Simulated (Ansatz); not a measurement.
# LaB6: the cost of one run

Method: DFT r²SCAN, scalar-relativistic, plane waves, PAW, in Ansatz 0.2.0.

1 further run of the same task is left out (it didn't finish).

### 1 Starting point

It takes space group Pm-3m (No. 221, cubic). The conventional cell has a = 4.152 Å, b = 4.152 Å, c = 4.152 Å, α = 90.00°, β = 90.00°, γ = 90.00°. Around La (site symmetry m-3m) lie 24 B at 3.05 Å. B (site symmetry 4mm) has 5 B at 1.66 to 1.76 Å as nearest neighbours.

Coordinates:

```
La B
1.0
     4.15234    0.00000    0.00000
     0.00000    4.15234    0.00000
     0.00000    0.00000    4.15234
La B
1 6
Direct
  0.00000 0.00000 0.00000
  0.20008 0.50000 0.50000
  0.79992 0.50000 0.50000
  0.50000 0.50000 0.20008
  0.50000 0.50000 0.79992
  0.50000 0.20008 0.50000
  0.50000 0.79992 0.50000
```

This cell comes from an earlier session at r²SCAN: 10.228 Å³/atom at 0.00 GPa, on a 8×8×8 mesh.

The changes: atom 7 (B) moved 0.2 Å along y; strain e4 = -0.01, atoms carried along; all atoms moved at random (σ = 0.1 Å), cell strained at random (1 %).

### 2 Atom 7 (B) moved 0.2 Å along y

File input.yaml:

```yaml
crystal:
  lattice:
    - [4.1523441329, 0.0, 0.0]
    - [0.0, 4.1523441329, 0.0]
    - [0.0, 0.0, 4.1523441329]
  atoms:
    - { symbol: La, position: [0.0, 0.0, 0.0] }
    - { symbol: B, position: [0.2000751123, 0.5, 0.5] }
    - { symbol: B, position: [0.7999248877, 0.5, 0.5] }
    - { symbol: B, position: [0.5, 0.5, 0.2000751123] }
    - { symbol: B, position: [0.5, 0.5, 0.7999248877] }
    - { symbol: B, position: [0.5, 0.2000751123, 0.5] }
    - { symbol: B, position: [0.5, 0.8480904524, 0.5] }
basis:
  ecutwfc: 500
  ecutrho_ratio: 4
kpoints:
  mp_grid: { grid: [8, 8, 8] }
hamiltonian:
  xc: r2scan
scf:
  occupations: { method: gaussian, width: 0.05 }
output:
  forces: true
  stress: true
  eigenvalues: true
  write_density: true
  write_potential: true
  elf: true
  volumetric_format: npy
```

Started as:

```
$ ansatz run input.yaml --threads 4 --pin off --max-ram 8192MiB --backend cpu --events-out ev --progress --plain --runs-dir out
```

Q: Estimate wall time and peak memory on 4 threads of Arm Neoverse V2, shared host.

About 9.6 s, with a peak of 0.54 GiB.
